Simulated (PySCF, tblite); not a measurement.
# C4H14O2Si3: geometry, infrared bands and NMR shifts

Aim: predict the infrared bands and NMR shifts of C4H14O2Si3 (`CCO[Si@H](C=O)C([SiH3])[SiH3]`).

The runs use tblite 0.8.0 and PySCF 2.14.0, with density-fitted response routines of our own; the level of theory stands in each step. All values are computed, except where a source is named. Atoms count from 0, in the outputs and in this text.

## 1. Starting geometry

23 atoms, charge 0, multiplicity 1; geometry from: force field or distance geometry start.

Bonds of the start (Å): C0–C1 1.53, C1–O2 1.37, O2–Si3 1.72, Si3–C4 1.87, C4–O5 1.22, Si3–C6 1.86, C6–Si7 1.86, C6–Si8 1.84, C0–H9 1.10, C0–H10 1.11, C0–H11 1.10, C1–H12 1.12, C1–H13 1.12, Si3–H14 1.49, C4–H15 1.09, C6–H16 1.13, Si7–H17 1.48, Si7–H18 1.47, Si7–H19 1.47, Si8–H20 1.49, Si8–H21 1.48, Si8–H22 1.46.

## 2. Relaxing the molecule with GFN2-xTB

What the job is given:

```
{"job": {"kind": "relax", "xc": "GFN2-xTB", "basis": "xTB"}, "charge": 0, "multiplicity": 1}
C      3.342900    -0.183900    -0.642200
C      2.097200     0.250800     0.122800
O      1.175700    -0.755000     0.290500
Si    -0.213800    -0.236500     1.155800
C     -0.831000    -1.710500     2.131900
O     -1.105500    -1.626700     3.318500
C     -1.565200     0.454000     0.088600
Si    -2.572900    -0.861600    -0.746700
Si    -0.992000     1.746900    -1.088900
H      4.002700    -0.819400    -0.036700
H      3.915200     0.745300    -0.853100
H      3.004400    -0.709600    -1.541400
H      1.653200     1.088600    -0.464300
H      2.373400     0.732900     1.098200
H      0.128200     0.843500     2.116900
H     -0.964300    -2.671900     1.645500
H     -2.273800     0.963100     0.808700
H     -3.805100    -0.223800    -1.267400
H     -2.982200    -1.877200     0.238000
H     -1.827500    -1.427100    -1.880800
H     -2.166400     2.478800    -1.635900
H     -0.122500     2.726800    -0.391000
H     -0.275600     1.099500    -2.184100
```

Launch:

```
OMP_NUM_THREADS=1 python probes_run.py task.json out
```

This one command runs all jobs of the session in turn.

Standard output:

```text
step      E/eV     max force
  0    -789.04539    2.377
  1    -789.26540    1.823
  2    -789.30425    1.400
  3    -789.34296    0.527
  4    -789.36623    0.404
  5    -789.38669    0.446
  6    -789.40508    0.336
  7    -789.41964    0.344
  8    -789.43369    0.323
  9    -789.44915    0.350
 10    -789.46387    0.389
 11    -789.47435    0.281
 12    -789.48091    0.176
 13    -789.48608    0.213
 14    -789.49268    0.218
 15    -789.50161    0.261
 16    -789.51066    0.261
 17    -789.51765    0.203
 18    -789.52415    0.198
 19    -789.53146    0.230
 20    -789.53990    0.240
 21    -789.54845    0.256
 22    -789.55478    0.186
 23    -789.55913    0.167
 24    -789.56342    0.166
 25    -789.56927    0.188
 26    -789.57638    0.221
 27    -789.58320    0.192
 28    -789.58899    0.201
 29    -789.59394    0.178
 30    -789.59823    0.123
 31    -789.60169    0.120
 32    -789.60401    0.228
 33    -789.60599    0.140
 34    -789.60814    0.100
 35    -789.61234    0.113
 36    -789.61494    0.099
 37    -789.61866    0.109
 38    -789.62143    0.120
 39    -789.62388    0.109
 40    -789.62584    0.218
 41    -789.62788    0.098
 42    -789.63009    0.111
 43    -789.63224    0.121
 44    -789.63366    0.090
 45    -789.63492    0.070
 46    -789.63562    0.066
 47    -789.63621    0.058
 48    -789.63668    0.052
 49    -789.63715    0.055
 50    -789.63763    0.069
 51    -789.63827    0.071
 52    -789.63908    0.082
 53    -789.63989    0.079
 54    -789.64044    0.047
 55    -789.64082    0.056
 56    -789.64122    0.053
 57    -789.64168    0.050
 58    -789.64211    0.044
 59    -789.64242    0.032
 60    -789.64262    0.025
 61    -789.64278    0.060
 62    -789.64295    0.033
 63    -789.64317    0.036
 64    -789.64345    0.043
 65    -789.64374    0.045
 66    -789.64412    0.053
 67    -789.64447    0.056
 68    -789.64485    0.054
 69    -789.64533    0.066
 70    -789.64603    0.070
 71    -789.64692    0.075
 72    -789.64784    0.074
 73    -789.64867    0.058
 74    -789.64952    0.065
 75    -789.65052    0.089
 76    -789.65097    0.250
 77    -789.65196    0.133
 78    -789.65277    0.055
 79    -789.65339    0.114
 80    -789.65395    0.154
 81    -789.65454    0.139
 82    -789.65519    0.097
 83    -789.65585    0.070
 84    -789.65651    0.068
 85    -789.65713    0.068
 86    -789.65755    0.085
 87    -789.65793    0.089
 88    -789.65848    0.049
 89    -789.65921    0.143
 90    -789.65967    0.091
 91    -789.66008    0.072
 92    -789.66036    0.037
 93    -789.66062    0.026
 94    -789.66091    0.035
 95    -789.66115    0.036
 96    -789.66122    0.134
 97    -789.66148    0.029
 98    -789.66165    0.042
 99    -789.66193    0.093
100    -789.66217    0.103
101    -789.66253    0.090
102    -789.66290    0.066
103    -789.66326    0.032
104    -789.66356    0.033
105    -789.66381    0.049
106    -789.66390    0.062
107    -789.66396    0.116
108    -789.66415    0.041
109    -789.66421    0.026
110    -789.66436    0.025
111    -789.66449    0.024
112    -789.66470    0.025
113    -789.66489    0.027
114    -789.66505    0.043
115    -789.66520    0.057
116    -789.66540    0.051
117    -789.66559    0.047
118    -789.66573    0.029
119    -789.66585    0.024
120    -789.66600    0.026
121    -789.66619    0.033
122    -789.66647    0.041
123    -789.66679    0.063
124    -789.66710    0.077
125    -789.66739    0.081
126    -789.66767    0.039
127    -789.66793    0.042
128    -789.66827    0.049
129    -789.66886    0.079
130    -789.66969    0.084
131    -789.67053    0.053
132    -789.67125    0.055
133    -789.67191    0.059
134    -789.67262    0.065
135    -789.67305    0.141
136    -789.67377    0.135
137    -789.67427    0.060
138    -789.67482    0.040
139    -789.67518    0.056
140    -789.67564    0.042
141    -789.67608    0.026
142    -789.67619    0.025
143    -789.67638    0.025
144    -789.67655    0.026
145    -789.67673    0.033
146    -789.67690    0.029
147    -789.67711    0.032
148    -789.67737    0.036
149    -789.67769    0.037
150    -789.67805    0.052
151    -789.67841    0.048
152    -789.67875    0.055
153    -789.67907    0.046
154    -789.67936    0.033
155    -789.67959    0.039
156    -789.67981    0.042
157    -789.68009    0.045
158    -789.68045    0.048
159    -789.68079    0.046
160    -789.68102    0.030
161    -789.68118    0.028
162    -789.68133    0.044
163    -789.68152    0.028
164    -789.68173    0.030
165    -789.68189    0.021
166    -789.68198    0.021
167    -789.68208    0.021
168    -789.68218    0.025
169    -789.68229    0.026
170    -789.68238    0.025
171    -789.68248    0.030
172    -789.68258    0.027
173    -789.68268    0.021
174    -789.68276    0.023
175    -789.68285    0.030
176    -789.68295    0.032
177    -789.68307    0.028
178    -789.68321    0.038
179    -789.68337    0.037
180    -789.68357    0.042
181    -789.68382    0.039
182    -789.68405    0.040
183    -789.68423    0.041
184    -789.68435    0.026
185    -789.68444    0.021
186    -789.68452    0.021
187    -789.68459    0.015
188    -789.68464    0.014
189    -789.68468    0.016
190    -789.68472    0.019
191    -789.68477    0.025
192    -789.68482    0.021
193    -789.68486    0.014
194    -789.68489    0.014
195    -789.68492    0.018
196    -789.68496    0.019
197    -789.68500    0.016
198    -789.68505    0.015
199    -789.68509    0.016
200    -789.68512    0.013
201    -789.68515    0.013
202    -789.68518    0.010
203    -789.68521    0.013
204    -789.68525    0.017
205    -789.68529    0.018
206    -789.68534    0.018
207    -789.68539    0.019
208    -789.68544    0.015
209    -789.68550    0.017
210    -789.68558    0.024
211    -789.68567    0.027
212    -789.68576    0.019
213    -789.68583    0.016
214    -789.68589    0.015
215    -789.68595    0.020
216    -789.68600    0.018
217    -789.68604    0.013
218    -789.68607    0.014
219    -789.68610    0.015
220    -789.68613    0.016
221    -789.68617    0.014
222    -789.68620    0.012
223    -789.68622    0.012
224    -789.68625    0.011
225    -789.68627    0.009
```

Wall time 2.7 s (1 thread of Arm Neoverse V1, shared host).

Relaxation path: (not every step is listed)

| step | energy from step 0 (eV) | largest force (eV/Å) |
| --- | --- | --- |
| 0 | 0.0000 | 2.3773 |
| 1 | -0.2200 | 1.8234 |
| 2 | -0.2589 | 1.4001 |
| 3 | -0.2976 | 0.5265 |
| 4 | -0.3208 | 0.4038 |
| 5 | -0.3413 | 0.4457 |
| 6 | -0.3597 | 0.3362 |
| 7 | -0.3742 | 0.3435 |
| 8 | -0.3883 | 0.3227 |
| 29 | -0.5485 | 0.1775 |
| 50 | -0.5922 | 0.0688 |
| 71 | -0.6015 | 0.0753 |
| 92 | -0.6150 | 0.0368 |
| 113 | -0.6195 | 0.0267 |
| 134 | -0.6272 | 0.0650 |
| 155 | -0.6342 | 0.0389 |
| 176 | -0.6376 | 0.0324 |
| 197 | -0.6396 | 0.0162 |
| 218 | -0.6407 | 0.0141 |
| 220 | -0.6407 | 0.0164 |
| 221 | -0.6408 | 0.0141 |
| 222 | -0.6408 | 0.0121 |
| 223 | -0.6408 | 0.0116 |
| 224 | -0.6409 | 0.0107 |
| 225 | -0.6409 | 0.0091 |

Distances of close pairs at the start and the end, largest changes first:

| bond | before (Å) | after (Å) | change (Å) |
| --- | --- | --- | --- |
| O2–Si3 | 1.717 | 1.617 | -0.101 |
| C6–Si8 | 1.840 | 1.904 | +0.064 |
| C6–Si7 | 1.856 | 1.909 | +0.053 |
| Si3–C6 | 1.855 | 1.903 | +0.048 |
| C6–H16 | 1.131 | 1.094 | -0.038 |
| Si3–C4 | 1.873 | 1.909 | +0.036 |
| C1–O2 | 1.374 | 1.402 | +0.028 |
| C1–H13 | 1.123 | 1.096 | -0.026 |

The next job starts from the end point, and lists it.

## 3. Vibrational analysis with GFN2-xTB

What the job is given:

```
{"job": {"kind": "ir", "xc": "GFN2-xTB", "basis": "xTB"}, "charge": 0, "multiplicity": 1}
C      2.825326    -0.710133    -0.858999
C      2.084485     0.294380     0.010057
O      1.189562    -0.380744     0.852029
Si    -0.237518     0.089888     1.447939
C     -0.735469    -1.489453     2.397072
O     -1.747749    -1.575515     3.045440
C     -1.561548     0.496800     0.142760
Si    -1.880537    -0.967268    -1.039852
Si    -1.247902     2.131545    -0.781711
H      3.369472    -1.412650    -0.233280
H      3.526773    -0.195099    -1.509363
H      2.116664    -1.266406    -1.466989
H      1.538822     1.011702    -0.612210
H      2.791040     0.853716     0.634391
H     -0.094974     1.203374     2.396221
H     -0.062027    -2.371134     2.331923
H     -2.491118     0.639376     0.701129
H     -3.014174    -0.646325    -1.913442
H     -2.178416    -2.185982    -0.283691
H     -0.702679    -1.202599    -1.883351
H     -2.503427     2.626879    -1.348720
H     -0.699874     3.139218     0.133126
H     -0.289484     1.943417    -1.877460
```

Standard output:

```text
mode    cm-1     km/mol
  1     -23.0      0.11
  2      26.3      0.20
  3      54.7      7.99
  4      68.1      0.97
  5      77.5      1.14
  6     105.3      1.12
  7     122.8      4.11
  8     125.7      1.35
  9     147.7      0.27
 10     155.7      0.44
 11     191.1      3.25
 12     220.1      1.80
 13     257.2      8.26
 14     296.6      7.57
 15     329.3     11.38
 16     393.3      2.99
 17     472.3     31.46
 18     504.7     17.36
 19     520.7      1.56
 20     529.4     27.87
 21     617.4     84.39
 22     627.8     64.31
 23     695.2    131.50
 24     709.1      5.71
 25     763.7    111.88
 26     764.2     34.41
 27     778.7      5.85
 28     783.4    786.94
 29     790.0     40.90
 30     794.1    207.64
 31     805.4    223.17
 32     816.7    396.85
 33     826.4     40.01
 34     829.8    144.26
 35     852.3    210.54
 36    1004.3     62.87
 37    1061.6     78.73
 38    1086.4     80.15
 39    1094.4     17.62
 40    1140.1     62.81
 41    1154.6    198.36
 42    1261.1      1.36
 43    1340.2      7.75
 44    1355.0     38.39
 45    1398.5     11.41
 46    1474.6      2.94
 47    1483.0      2.06
 48    1492.8      2.73
 49    1754.6    156.79
 50    2198.7     99.32
 51    2212.9     86.79
 52    2227.9    554.17
 53    2231.9    340.72
 54    2237.1    402.67
 55    2251.8    234.30
 56    2261.2    429.39
 57    2694.5    146.01
 58    2905.9     48.54
 59    2926.2     27.04
 60    2931.6     37.79
 61    3045.9     20.99
 62    3047.6     22.97
 63    3050.7     20.33
```

Run time: 1.5 s. Hardware: 1 thread of Arm Neoverse V1, shared host.

The strongest bands and the atoms that carry them (share of the mass-weighted mode):

| cm⁻¹ | km/mol | atoms |
| --- | --- | --- |
| 783 | 786.9 | H18 20 %, H21 16 %, H17 16 %, H19 15 % |
| 805 | 223.2 | H22 42 %, H21 24 % |
| 817 | 396.9 | H22 21 %, H20 21 %, H17 11 %, H19 10 % |
| 2228 | 554.2 | H19 28 %, H17 23 %, H21 20 %, H22 15 % |
| 2232 | 340.7 | H21 34 %, H22 28 %, H19 23 % |
| 2237 | 402.7 | H17 54 %, H21 32 % |
| 2252 | 234.3 | H18 91 % |
| 2261 | 429.4 | H20 90 % |

## 4. Shielding tensors: PBE0/pcSseg-1

The job, as its differences from that of step 3:

```diff
@@ -1,2 +1,2 @@
-{"job": {"kind": "ir", "xc": "GFN2-xTB", "basis": "xTB"}, "charge": 0, "multiplicity": 1}
+{"job": {"kind": "nmr", "xc": "PBE0", "basis": "pcSseg-1"}, "charge": 0, "multiplicity": 1}
 C      2.825326    -0.710133    -0.858999
```

Method: GIAO PBE0/pcSseg-1 NMR shielding, non-relativistic, gas phase.

Standard output:

```text
coarse grid: 20072 points
cycle   1  E = -1178.7388882687  dE =  7.779e-01  |g| = 9.812e-01  |ddm| = 4.258e+00
cycle   2  E = -1178.2995537844  dE =  4.393e-01  |g| = 1.793e+00  |ddm| = 2.087e+00
cycle   3  E = -1178.9157039939  dE = -6.162e-01  |g| = 2.261e-01  |ddm| = 1.472e+00
cycle   4  E = -1178.9245320337  dE = -8.828e-03  |g| = 1.007e-01  |ddm| = 2.104e-01
cycle   5  E = -1178.9263308558  dE = -1.799e-03  |g| = 2.503e-02  |ddm| = 8.647e-02
cycle   6  E = -1178.9264446118  dE = -1.138e-04  |g| = 7.154e-03  |ddm| = 2.313e-02
cycle   7  E = -1178.9264552085  dE = -1.060e-05  |g| = 2.090e-03  |ddm| = 7.658e-03
cycle   8  E = -1178.9264562230  dE = -1.014e-06  |g| = 6.528e-04  |ddm| = 2.373e-03
final grid: 178240 points
cycle   9  E = -1178.9989164231  dE = -2.377e-05  |g| = 1.358e-02  |ddm| = 2.817e-02
cycle  10  E = -1178.9988443417  dE =  7.208e-05  |g| = 2.387e-02  |ddm| = 2.177e-02
cycle  11  E = -1178.9989499370  dE = -1.056e-04  |g| = 2.980e-03  |ddm| = 1.455e-02
cycle  12  E = -1178.9989516786  dE = -1.742e-06  |g| = 4.295e-04  |ddm| = 1.949e-03
cycle  13  E = -1178.9989517054  dE = -2.676e-08  |g| = 2.004e-04  |ddm| = 5.306e-04
cycle  14  E = -1178.9989517136  dE = -8.261e-09  |g| = 2.414e-05  |ddm| = 1.802e-04
cycle  15  E = -1178.9989517137  dE = -1.137e-10  |g| = 7.748e-06  |ddm| = 3.267e-05
converged SCF energy = -1178.9989517137

GIAO shielding tensors (ppm)
atom      isotropic    diamagn.    paramagn.     s11        s22        s33       span
  0 C      166.459     247.659     -81.200    149.032    164.855    185.491     36.459
  1 C      123.537     245.820    -122.282     94.864    110.245    165.503     70.639
  2 O      292.325     402.096    -109.771    258.212    301.063    317.699     59.487
  3 Si     386.210     883.153    -496.943    319.203    390.404    449.023    129.820
  4 C      -67.760     257.878    -325.638   -192.072    -93.745     82.537    274.610
  5 O     -623.531     398.281   -1021.812  -1724.229   -560.850    414.486   2138.714
  6 C      200.472     266.082     -65.610    178.843    204.576    217.996     39.153
  7 Si     421.706     882.045    -460.339    392.368    403.090    469.661     77.293
  8 Si     417.861     880.979    -463.118    387.770    393.330    472.483     84.712
  9 H       29.999      28.746       1.252     26.386     27.667     35.943      9.558
 10 H       30.643      27.967       2.676     26.796     27.503     37.630     10.834
 11 H       30.064      31.566      -1.502     25.604     29.992     34.597      8.993
 12 H       27.677      34.069      -6.392     21.780     29.987     31.263      9.483
 13 H       27.470      29.692      -2.222     22.790     26.990     32.630      9.840
 14 H       26.923      30.844      -3.921     22.914     25.524     32.330      9.416
 15 H       19.444      30.146     -10.702     12.947     20.501     24.883     11.936
 16 H       32.594      33.282      -0.688     26.942     28.611     42.229     15.287
 17 H       27.694      30.190      -2.497     23.950     25.488     33.643      9.692
 18 H       27.646      30.956      -3.310     23.969     26.005     32.966      8.997
 19 H       27.672      31.756      -4.085     23.772     27.274     31.969      8.198
 20 H       27.466      29.667      -2.201     23.621     25.079     33.698     10.076
 21 H       27.431      30.038      -2.607     24.223     25.480     32.590      8.367
 22 H       27.616      30.827      -3.211     24.250     26.743     31.854      7.604
```

Wall time 71 s (1 thread of Arm Neoverse V1, shared host); peak memory 1.1 GiB.

The references, computed at this level on geometries of the same kind, shield at (ppm): 1H TMS 31.72, 13C TMS 186.9, 29Si TMS 349.2, 17O H2O 336.1. Their shielding less the atom's gives the shift. The references are single molecules in the gas phase, so shifts against H2O, NH3, PH3, H3PO4 or CFCl3 are not on the usual liquid scales and can be off by tens of ppm. Atoms listed in one row are averaged.

| atoms | environment | σ (ppm) | δ (ppm) | δ scaled to CDCl3 |
| --- | --- | --- | --- | --- |
| C4 | carbonyl carbon | -67.8 | 254.7 | 246.7 |
| C1 | sp3 CH2 bonded to O | 123.5 | 63.4 | 60.0 |
| C0 | methyl carbon | 166.5 | 20.5 | 18.1 |
| C6 | sp3 CH bonded to 3 Si | 200.5 | -13.5 | -15.1 |
| H15 | hydrogen on a carbonyl carbon | 19.44 | 12.27 | 11.68 |
| H14 | hydrogen on a silicon bonded to 2 C, O | 26.92 | 4.79 | – |
| H13 | hydrogen on an sp3 CH2 bonded to O | 27.47 | 4.25 | 4.11 |
| H20, H21, H22 | hydrogen on a silicon bonded to C | 27.50 | 4.21 | – |
| H17, H18, H19 | hydrogen on a silicon bonded to C | 27.67 | 4.05 | – |
| H12 | hydrogen on an sp3 CH2 bonded to O | 27.68 | 4.04 | 3.91 |
| H9, H10, H11 | hydrogen on a methyl carbon | 30.24 | 1.48 | 1.50 |
| H16 | hydrogen on an sp3 CH bonded to 3 Si | 32.59 | -0.88 | -0.72 |
| O5 | carbonyl oxygen | -623.5 | 959.6 | – |
| O2 | oxygen bonded to C, Si | 292.3 | 43.8 | – |
| Si3 | silicon bonded to 2 C, O, H | 386.2 | -37.1 | – |
| Si8 | silicon bonded to C, 3 H | 417.9 | -68.7 | – |
| Si7 | silicon bonded to C, 3 H | 421.7 | -72.5 | – |

The scaled column applies a straight-line fit of computed shieldings to shifts measured in CDCl3 (root-mean-square error 0.16 ppm for H, 1.9 ppm for C).

The run also stored atomic charges by several schemes (e):

| atoms | Mulliken | IAO | Hirshfeld | ESP fit |
| --- | --- | --- | --- | --- |
| C0 | -0.28 | -0.42 | -0.12 | -0.49 |
| C1 | 0.01 | -0.03 | 0.02 | 0.43 |
| O2 | -0.65 | -0.64 | -0.21 | -0.46 |
| Si3 | 1.02 | 1.09 | 0.40 | 0.32 |
| C4 | -0.05 | -0.01 | 0.04 | 0.43 |
| O5 | -0.34 | -0.37 | -0.22 | -0.45 |
| C6 | -1.14 | -0.95 | -0.28 | -0.36 |
| Si7 | 0.48 | 0.60 | 0.31 | 0.30 |
| Si8 | 0.47 | 0.59 | 0.31 | 0.26 |

Mayer bond orders: C0–C1 1.08, C1–O2 0.87, O2–Si3 0.98, Si3–C4 0.82, C4–O5 1.94, Si3–C6 0.86, C6–Si7 0.88, C6–Si8 0.88.

## 5. Summary of results

| quantity | value |
| --- | --- |
| strongest single infrared mode (GFN2-xTB) | 783 cm⁻¹, 787 km/mol |
| zero-point energy (GFN2-xTB) | 100.6 kcal/mol |
| 13C shifts against TMS (PBE0/pcSseg-1) | 254.7, 63.4, 20.5, -13.5 ppm |
| 1H shifts against TMS (PBE0/pcSseg-1, means over atoms taken as alike) | 12.27, 4.79, 4.25, 4.21, 4.05, 4.04, 1.48, -0.88 ppm |
| 17O shifts against H2O (PBE0/pcSseg-1) | 959.6, 43.8 ppm |
| 29Si shifts against TMS (PBE0/pcSseg-1) | -37.1, -68.7, -72.5 ppm |

In words: Over 225 steps the energy fell by 0.641 eV; of the close pairs, O2–Si3 changed most, 1.717 to 1.617 Å. The lowest mode is imaginary (23i cm⁻¹), so the xTB geometry is not a minimum. The strongest single mode, at 783 cm⁻¹, has its largest shares on H18, H21, H17 and H19 (the list is cut at 4 atoms). Unscaled tight-binding wavenumbers are off by several per cent, some by more. Its intensities can rank the bands wrongly. At PBE0/pcSseg-1: The largest span, 2139 ppm, is at O5, where the paramagnetic term is -1022 ppm.
